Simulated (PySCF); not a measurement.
# A diatomic session: SbF

An exercise on one series of results from a longer session: the logs are not shown, and one member is left open.

The runs use PySCF 2.14.0; Sb def2-SVPD with ECP28, F def2-SVPD, scalar-relativistic core potentials.

The first run:

Settings of the job:

```
atoms                         : Sb, F
charge                        : 0
basis                         : Sb def2-SVPD with ECP28, F def2-SVPD
Hamiltonian                   : scalar-relativistic core potentials
basis functions               : 55
electrons treated             : 32
masses in u                   : 120.9038, 18.9984
levels                        : PBE0, PBE, r²SCAN, MN15, r²SCANh, B3LYP, LC-ωPBE, HF, MP2, SCS-MP2, CCSD, CCSD(T)
grid                          : 80 radial by 434 angular points
occupations                   : held fixed by the projection of orbital angular momentum
dissociation limit            : Sb + F, each in its ground configuration
starting distance in angstrom : 1.980
values of 2S to try           : 0, 2, 4
```

Launch:

```
$ OMP_NUM_THREADS=1 python dia.py task.json out
```

Among the steps run: Input; PBE0 along the bond; Other states along the same grid; PBE (GGA); r²SCAN; MN15; r²SCANh; B3LYP; LC-ωPBE; UHF (mean field); MP2 and coupled cluster.

One of the session's tables, all rows but one given; the rest of the session is left out.

| level | Re (Å) | ωe (cm⁻¹) | De (eV) |
| --- | --- | --- | --- |
| UHF | 1.942 | 626 | 2.12 |
| UHF-MP2 | 1.977 | 586 | 4.03 |
| UHF-SCS-MP2 | ? | ? | ? |
| UHF-CCSD | 1.972 | 593 | 3.66 |
| UHF-CCSD(T) | 1.978 | 582 | 3.78 |
| PBE | 1.993 | 563 | 4.43 |
| r²SCAN | 1.968 | 590 | 4.11 |
| r²SCANh | 1.961 | 598 | 3.97 |
| B3LYP | 1.980 | 578 | 4.17 |
| PBE0 | 1.966 | 594 | 3.99 |
| MN15 | 1.965 | 599 | 4.09 |
| LC-ωPBE | 1.959 | 606 | 4.08 |

**Question.** Estimate the row for UHF-SCS-MP2.

The run gave: Re (Å): 1.978; ωe (cm⁻¹): 583; De (eV): 3.91.
